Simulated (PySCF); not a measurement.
**SnO(OH)₂: relaxation and vibrations of the singlet**

Aim: relax SnO(OH)₂ as a singlet from a trigonal planar start, check by its vibrations whether the end is a minimum, and collect its spectrum and constants.

The runs use PySCF 2.14.0; PBE0, basis Sn def2-TZVP with ECP28, O def2-TZVP, H def2-TZVP, scalar-relativistic core potentials, no spin–orbit coupling, density fitting.

**1. The starting structure**

6 atoms, charge 0, spin multiplicity 1.

Bond lengths: Sn1–O2 1.870 Å, Sn1–O3 2.030 Å, Sn1–O4 2.030 Å, O3–H5 0.960 Å, O4–H6 0.960 Å. Angles: O2–Sn1–O3 120.0°, O2–Sn1–O4 120.0°, O3–Sn1–O4 120.0°, Sn1–O3–H5 130.0°, Sn1–O4–H6 130.0°.

```xyz
6
charge 0 multiplicity 1
Sn    0.0000    0.0000    0.0000
O     1.8700    0.0000    0.0000
O    -1.0150    1.7580    0.0000
O    -1.0150   -1.7580    0.0000
H    -0.6867    2.6601    0.0000
H    -1.9604   -1.9247    0.0000
```

**2. Finding the electronic state**

One driver script runs all steps and calls PySCF; scf.py shows how it sets up the SCF of each step. The optimiser is the driver's own. After this first run the driver tries any further starts and a stability analysis.

Input file scf.py:

```python
from pyscf import gto, scf, dft
mol = gto.M(atom='''
Sn     0.000000     0.000000     0.000000
O      1.870000     0.000000     0.000000
O     -1.015000     1.758000     0.000000
O     -1.015000    -1.758000     0.000000
H     -0.686700     2.660100     0.000000
H     -1.960400    -1.924700     0.000000''',
    basis={'Sn': 'def2-TZVP', 'O': 'def2-TZVP', 'H': 'def2-TZVP'},
    ecp={'Sn': 'def2-TZVP'},
    charge=0, spin=0)
mf = dft.RKS(mol, xc='PBE0')
mf.grids.atom_grid = (50, 194)
aux = {'Sn': 'def2-universal-JKFIT', 'O': 'def2-universal-JKFIT', 'H': 'def2-universal-JKFIT'}
mf = mf.density_fit(auxbasis=aux)
mf.conv_tol = 1e-08
mf.diis_space = 10
mf.max_cycle = 60
mf.init_guess = 'minao'
mf.verbose = 4
mf.kernel()
```

Run with:

```sh
OMP_NUM_THREADS=4 python axn.py task.json out
```

The runs that follow: Relaxing the singlet from the trigonal planar start; Vibrations and properties at this point.

**Question.** What will these runs give? Wanted: minimum; geometry; wavenumbers; dipole moment; highest occupied, lowest empty level; polar-tensor charge of Sn1; zero-point energy; atomisation energy.

The runs gave:

| quantity | value |
| --- | --- |
| minimum | singlet, Cs |
| geometry | O–H 0.963 Å (×2), Sn–O 1.818 Å, Sn–O 1.935 Å, Sn–O 1.952 Å; H–O–Sn 110.2°, H–O–Sn 113.4°, O–Sn–O 97.8°, O–Sn–O 129.4°, O–Sn–O 132.8° |
| wavenumbers (cm⁻¹) | 148 (a'), 155 (a''), 174 (a'), 337 (a''), 383 (a''), 630 (a'), 651 (a'), 841 (a'), 848 (a'), 898 (a'), 3849 (a'), 3869 (a') |
| dipole moment | 3.42 D |
| highest occupied, lowest empty level | -8.01, -2.62 eV |
| polar-tensor charge of Sn1 | +1.69 e |
| zero-point energy | 76.4 kJ/mol |
| entropy at 298.15 K | 327.5 J/(mol K) |
| atomisation energy (no zero-point energy) | 1874 kJ/mol |

**Reading.** The molecule stays Cs, as typed, and the end point is a minimum. In the infrared the band at 337 cm⁻¹ (a'') leads. Only this shape and spin were tried, so other structures or states may lie lower.
